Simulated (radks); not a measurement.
# Ge⁺ in [Ar] 3d10 4s2 4p1: an all-electron calculation

An exercise on one series of results from a longer session: the logs are not shown, and one member is left open.

Method: scalar-relativistic Kohn-Sham, exchange-only PBE, spin-polarised, spherical densities, finite nucleus; open shells are filled with parallel spins first. Code: radks (a radial shooting solver on a logarithmic mesh, Libxc functionals) version 1.

**The system**

| Property | Result |
| --- | --- |
| element | germanium (Z = 32) |
| charge | +1 |
| electrons | 31 |
| configuration | [Ar] 3d10 4s2 4p1 |
| nuclear rms radius | 4.0742 fm |

The outer shells:

Ge⁺
```
[Ar] core
3d [↑↓][↑↓][↑↓][↑↓][↑↓]
4s [↑↓]
4p [↑ ][  ][  ]
```

Set-up of the first run:

Input:

```text
Z 32
configuration [Ar] 3d10 4s2 4p1 5s0 4d0
relativity scalar-relativistic
functional pbe,
spin polarised
nucleus finite rms 4.0742 fm
c 137.035999084
```

One table of the session follows, with a row left open; its other results are not shown here.

It belongs to the step «Radial structure». Radial moments (bohr):

```
  level      <r>  outermost maximum (interpolated)  90 % within  nodes
  1s up  0.04700                            0.0307       0.0840      0
1s down  0.04700                            0.0307       0.0840      0
  2s up   0.2100                             0.176        0.325      1
2s down   0.2100                             0.176        0.325      1
  2p up   0.1837                             0.141        0.300      0
2p down   0.1837                             0.141        0.300      0
  3s up        ?                                 ?            ?      ?
3s down   0.6243                             0.542        0.934      2
  3p up   0.6474                             0.543        0.996      1
3p down   0.6471                             0.543        0.995      1
  3d up   0.7381                             0.503         1.26      0
3d down   0.7344                             0.503         1.25      0
  4s up    2.046                              1.72         3.06      3
4s down    2.038                              1.70         3.07      3
  4p up    2.595                              2.10         3.98      2
4p down    2.629                              2.09         4.06      2
  5s up    5.548                              5.05         8.00      4
```

Q: Estimate the row for 3s up from the others.

**Answer.** <r>: 0.6244; outermost maximum (interpolated): 0.542; 90 % within: 0.934; nodes: 2. In the column «<r>» it lies between 3s down (0.6243) and 3p down (0.6471).

Caveats from the session: Open shells are spherical and high-spin; term and fine-structure splittings are not resolved.
